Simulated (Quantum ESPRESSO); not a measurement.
## Ru3C: zone-centre phonons under several settings

```
CELL_PARAMETERS angstrom
3.68320 0.00000 0.00000
0.00000 3.68320 0.00000
0.00000 0.00000 3.68320
ATOMIC_POSITIONS crystal
Ru 0.00000 0.50000 0.50000
Ru 0.50000 0.00000 0.50000
Ru 0.50000 0.50000 0.00000
C 0.00000 0.00000 0.00000
```

The cell was built by a generator and needn't be a form met in nature.

All runs used Quantum ESPRESSO 7.5; potentials GBRV 1.5 PBE; k mesh 7 × 7 × 7; relaxed cell; no spin polarisation; cutoff 612 eV; occupations cold, width 0.2 eV.

```tsv
level	volume (Å³/atom)	lowest optical mode without the field (cm⁻¹)	highest optical mode without the field (cm⁻¹)
PBE	12.46	372i	203
PBE+D2	11.98	384i	226
PBE+D3(BJ)	12.15	370i	222
rPW86PBE+rVV10	12.86	356i	199
rev-vdW-DF2	?	?	?
```

What stands in the row left open?

Volume 12.31 Å³/atom; lowest optical mode without the field 367i cm⁻¹; highest optical mode without the field 212 cm⁻¹.

Values marked i are imaginary: the cell is unstable against those modes at that level, or the meshes are too thin.

Caveats: the mesh is thin for the phonons of a metal; some modes are imaginary; pairwise dispersion overbinds metals, which lowers pressure and volume (some runs); the potentials were made for another functional, which shifts forces and pressure (some runs).

For the row left open. Caveat: the mesh is thin for the phonons of a metal; the potentials were made for another functional, which shifts forces and pressure; some modes are imaginary.
